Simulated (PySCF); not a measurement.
# C₅H₇GeNO: circular dichroism and optical rotation

What do calculations give for the circular dichroism and optical rotation of C₅H₇GeNO (`C=C[C@H]1O[C@H](C#N)[GeH2]1`)?

Programs: PySCF 2.14.0, with routines of our own; each step states its level. All values are computed. Atoms count from 0.

### Step 1. The system as given

15 atoms, charge 0, multiplicity 1; geometry from: GFN2-xTB.

### Step 2. Circular dichroism and optical rotation: TDDFT CAM-B3LYP/aug-cc-pVDZ

The job: settings as JSON, then the geometry in Å.

```
{"job": {"kind": "ecd", "xc": "CAM-B3LYP", "basis": "aug-cc-pVDZ", "nstates": 12}, "charge": 0, "multiplicity": 1}
C      2.670256    -0.905043     0.092057
C      1.718237    -0.062796     0.457504
C      0.284016    -0.261081     0.170806
O     -0.553187     0.257282     1.195152
C     -1.769222     0.612435     0.537879
C     -2.674624    -0.487822     0.385970
N     -3.358531    -1.387997     0.201001
Ge    -0.706795     0.929383    -1.176828
H      2.445502    -1.818254    -0.434750
H      3.708035    -0.712467     0.299841
H      1.947980     0.847727     0.994808
H      0.050386    -1.314652    -0.035907
H     -2.253406     1.433223     1.073113
H     -0.224258     2.372232    -1.255005
H     -1.288802     0.505819    -2.527552
```

Method: TDDFT CAM-B3LYP/aug-cc-pVDZ circular dichroism and optical rotation, one conformer, gas phase.

Started as:

```console
$ OMP_NUM_THREADS=1 python excited_run.py task.json out
```

One launch serves the whole session: the jobs run in the order shown.

Log:

```text
coarse grid: 60920 points
cycle   1  E = -2401.4567361813  dE =  7.649e-01  |g| = 7.466e-01  |ddm| = 1.372e+01
cycle   2  E = -2401.3147745818  dE =  1.420e-01  |g| = 1.156e+00  |ddm| = 3.701e+00
cycle   3  E = -2401.5820901297  dE = -2.673e-01  |g| = 1.217e-01  |ddm| = 2.129e+00
cycle   4  E = -2401.5844069681  dE = -2.317e-03  |g| = 7.412e-02  |ddm| = 3.992e-01
cycle   5  E = -2401.5854857171  dE = -1.079e-03  |g| = 1.970e-02  |ddm| = 1.636e-01
cycle   6  E = -2401.5855678470  dE = -8.213e-05  |g| = 3.588e-03  |ddm| = 6.042e-02
cycle   7  E = -2401.5855713275  dE = -3.480e-06  |g| = 1.226e-03  |ddm| = 1.320e-02
final grid: 128888 points
cycle   8  E = -2401.5855728061  dE =  7.940e-08  |g| = 1.551e-03  |ddm| = 1.316e-02
cycle   9  E = -2401.5855723527  dE =  4.534e-07  |g| = 2.056e-03  |ddm| = 8.164e-03
cycle  10  E = -2401.5855734115  dE = -1.059e-06  |g| = 1.041e-04  |ddm| = 4.490e-03
cycle  11  E = -2401.5855734139  dE = -2.450e-09  |g| = 3.575e-05  |ddm| = 2.908e-04
cycle  12  E = -2401.5855734143  dE = -3.620e-10  |g| = 2.224e-05  |ddm| = 1.231e-04
converged SCF energy = -2401.5855734143

Singlet excitations and rotatory strengths (1e-40 esu^2 cm^2)
state   eV       nm     f(len)   f(vel)    R(len)    R(vel)   main configurations
  1   5.3640   231.1  0.09711  0.09453   -40.635   -39.769   H->L 0.80, H-1->L 0.09
  2   5.8816   210.8  0.21688  0.21253   -74.479   -73.652   H->L+1 0.58, H->L+2 0.21
  3   6.0863   203.7  0.06680  0.06628     2.133     2.066   H-1->L 0.73, H->L 0.08
  4   6.3645   194.8  0.05790  0.05661   -57.061   -55.089   H-1->L+1 0.27, H-1->L+2 0.26
  5   6.5274   189.9  0.05279  0.05218   -29.339   -29.255   H->L+2 0.40, H->L+1 0.13, H->L+6 0.09
  6   6.7235   184.4  0.00623  0.00617    -2.795    -3.184   H->L+3 0.60, H->L+2 0.08
  7   6.8545   180.9  0.07685  0.07478    62.696    60.891   H->L+5 0.26, H->L+9 0.13, H->L+6 0.10
  8   6.9242   179.1  0.01574  0.01530    16.339    16.163   H->L+4 0.64
  9   6.9976   177.2  0.06097  0.06013   -66.113   -65.366   H-1->L+1 0.19, H-2->L 0.11, H->L+5 0.09
 10   7.1724   172.9  0.01865  0.01802    -2.903    -3.032   H-2->L 0.48, H-1->L+1 0.13, H-1->L+2 0.10
 11   7.3110   169.6  0.07475  0.07509   -22.616   -22.924   H-2->L+1 0.16, H->L+5 0.11, H-1->L+2 0.10
 12   7.4110   167.3  0.01502  0.01479    10.832    10.840   H->L+6 0.30, H->L+5 0.18

Specific rotation (deg / (dm g/mL))
    nm     length   length(OI)   velocity    alpha(len)  alpha(vel)
  633.0    -539.92    -541.17    -536.10      104.724    103.172
  589.3    -643.93    -645.40    -639.26      105.350    103.789
  546.0    -782.00    -783.75    -776.15      106.146    104.573
  436.0   -1461.67   -1464.64   -1449.45      109.603    107.975
  405.0   -1838.47   -1842.04   -1822.37      111.274    109.620
  365.0   -2619.22   -2623.92   -2594.53      114.357    112.653
  355.0   -2901.16   -2906.24   -2873.22      115.372    113.651
```

It took 3.6 min on 1 thread of Arm Neoverse V1, shared host; peak memory 1.3 GiB.

### Step 3. Outcome

| quantity | value |
| --- | --- |
| state of largest rotatory strength (velocity form) among 12 (step 2, TDDFT CAM-B3LYP/aug-cc-pVDZ) | 5.88 eV, R = -73.7 (velocity), -74.5 (length) ·10⁻⁴⁰ esu² cm² |
| specific rotation at 633.0 nm (step 2, TDDFT CAM-B3LYP/aug-cc-pVDZ) | -536.1 (velocity), -539.9 (length) |

Steps that list no spin-orbit terms leave them out, which matters at and beside the heavy atoms. Rotations belong to one conformer.
